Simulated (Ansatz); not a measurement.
**C₄H₁₄N₂Sn: small, medium and large basis sets**

One table from this session's results is given with a row withheld; the runs are named, their logs left out.

Program: Ansatz 0.2.0, Gaussian basis. Level of theory: one geometry, several basis sets. These are calculated values, not measurements.

Plan: PBE0-D4/def2-SVP; ωB97M-V/def2-SVP; PBE0-D4/def2-QZVPP; ωB97M-V/def2-QZVPP; the functionals' def2-TZVPP values are taken from earlier runs.

### The relaxed structure

An earlier PBE0-D4 in a triple-zeta def2 set relaxation fixed the geometry. Sn takes the def2 core potential; no spin-orbit term is included.

SMILES `C[N](C)[SnH2][N](C)C`, 21 atoms, charge 0, spin multiplicity 1.

Atoms are counted from 1 here; the program's logs count them from 0.

Bond lengths: C1–N2 1.441 Å, C1–H8 1.093 Å, C1–H9 1.099 Å, C1–H10 1.102 Å, N2–C3 1.440 Å, N2–Sn4 2.013 Å, C3–H11 1.099 Å, C3–H12 1.093 Å, C3–H13 1.104 Å, Sn4–N5 2.028 Å, Sn4–H14 1.716 Å, Sn4–H15 1.706 Å, N5–C6 1.439 Å, N5–C7 1.440 Å, C6–H16 1.099 Å, C6–H17 1.094 Å, C6–H18 1.104 Å, C7–H19 1.104 Å and more. Angles: N2–C1–H8 111.0°, N2–C1–H9 110.4°, N2–C1–H10 113.3°, H8–C1–H9 107.4°, H8–C1–H10 107.4°, H9–C1–H10 107.2°, C1–N2–C3 113.1°, C1–N2–Sn4 119.1°, C3–N2–Sn4 120.8°, N2–C3–H11 110.5°, N2–C3–H12 110.9°, N2–C3–H13 113.3°, H11–C3–H12 107.3°, H11–C3–H13 106.9°, H12–C3–H13 107.7°, N2–Sn4–N5 106.9°, N2–Sn4–H14 105.1°, N2–Sn4–H15 110.6° and more.

The first run:

File in.yaml:

```yaml
crystal:
  periodic: [false, false, false]
  atoms:
    - {symbol: C, position_ang: [-0.953371, -1.990125, 0.871309]}
    - {symbol: N, position_ang: [-0.392521, -1.680856, -0.419014]}
    - {symbol: C, position_ang: [0.808321, -2.421667, -0.704289]}
    - {symbol: Sn, position_ang: [-0.681685, 0.152799, -1.197400]}
    - {symbol: N, position_ang: [-0.102019, 1.490694, 0.212848]}
    - {symbol: C, position_ang: [-0.576058, 2.848367, 0.151380]}
    - {symbol: C, position_ang: [1.239553, 1.385933, 0.726098]}
    - {symbol: H, position_ang: [-1.885770, -1.443477, 1.034329]}
    - {symbol: H, position_ang: [-1.184657, -3.062324, 0.940992]}
    - {symbol: H, position_ang: [-0.278893, -1.747048, 1.708836]}
    - {symbol: H, position_ang: [0.601750, -3.501333, -0.712808]}
    - {symbol: H, position_ang: [1.204102, -2.158945, -1.688518]}
    - {symbol: H, position_ang: [1.610442, -2.254622, 0.034971]}
    - {symbol: H, position_ang: [0.252961, 0.179743, -2.636036]}
    - {symbol: H, position_ang: [-2.346126, 0.457216, -1.415525]}
    - {symbol: H, position_ang: [-0.577985, 3.298165, 1.154408]}
    - {symbol: H, position_ang: [-1.604402, 2.883081, -0.219871]}
    - {symbol: H, position_ang: [0.036069, 3.503449, -0.492360]}
    - {symbol: H, position_ang: [1.989940, 1.920740, 0.118292]}
    - {symbol: H, position_ang: [1.546401, 0.338089, 0.790469]}
    - {symbol: H, position_ang: [1.293959, 1.802102, 1.741881]}
basis:
  gaussian: {orbitals: def2-SVP}
hamiltonian: {xc: pbe0, dispersion: d4}
output: {orbitals: {seedname: orbitals}}
```

Run with:

```bash
> ansatz run in.yaml --threads 4 --pin off --events-out ev --progress --plain --max-ram 63488MiB --backend cpu
```

Steps of the session up to this table: PBE0-D4 in def2-SVP; ωB97M-V in def2-SVP; PBE0-D4 in def2-QZVPP; ωB97M-V in def2-QZVPP.

One table of the session follows, with a row left open; its other results are not shown here.

It belongs to the step «Functionals by basis». 

| functional | basis | HOMO (eV) | LUMO (eV) |
| --- | --- | --- | --- |
| PBE0-D4 | def2-SVP | -5.83 | 0.70 |
| PBE0-D4 | def2-TZVPP | -5.94 | 0.29 |
| PBE0-D4 | def2-QZVPP | -5.97 | 0.16 |
| ωB97M-V | def2-SVP | -8.12 | 2.38 |
| ωB97M-V | def2-TZVPP | ? | ? |
| ωB97M-V | def2-QZVPP | -8.27 | 1.28 |

**Question.** Estimate the row for ωB97M-V, def2-TZVPP.

The run gave: HOMO (eV): -8.25; LUMO (eV): 1.66. In the column «HOMO (eV)» it lies between ωB97M-V, def2-QZVPP (-8.27) and ωB97M-V, def2-SVP (-8.12).
